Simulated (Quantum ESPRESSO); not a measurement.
The system is KPt.

```
CELL_PARAMETERS angstrom
3.00085 0.00000 0.00000
-1.50042 2.59881 0.00000
0.00000 0.00000 5.34558
ATOMIC_POSITIONS crystal
Pt 0.66667 0.33333 0.00000
K 0.00000 0.00000 0.50000
```

The cell comes from a database or a generator and needn't be the stable form of this composition.

* Program: Quantum ESPRESSO 7.5
* Task: single point
* Functional: PBE
* Potentials or basis: SSSP 1.3 efficiency PBE
* Cutoff: 816 eV
* Density cutoff: 6531 eV
* k mesh: 10 × 10 × 5
* Occupations: fermi-dirac, width 0.05 eV
* Spin: no spin polarisation

On this cell: pressure 0.1 GPa; largest force under 0.003 eV/Å; band gap on the k mesh none (metal or under the smearing width).

The same run follows on a disturbed copy (atoms moved at random, drawn with an rms of 0.05 Å):

```
Pt K
1.0
     3.00085    0.00000    0.00000
    -1.50042    2.59881    0.00000
     0.00000    0.00000    5.34558
Pt K
1 1
Direct
  0.67869 0.34565 0.00563
  0.97504 0.98655 0.50389
```

What changes?

The energy (extrapolated to zero smearing) moves by +1.0 meV/atom; pressure 0.1 GPa; largest force 0.052 eV/Å; band gap on the k mesh none (metal or under the smearing width).

Forces in eV/Å, atoms in the order of the input:
```
Pt  -0.025 -0.027 -0.037
K    0.025  0.027  0.037
```

Stress tensor (GPa, compression positive):
```
-0.52 -0.35  0.01
-0.35  0.09  0.01
 0.01  0.01  0.72
```
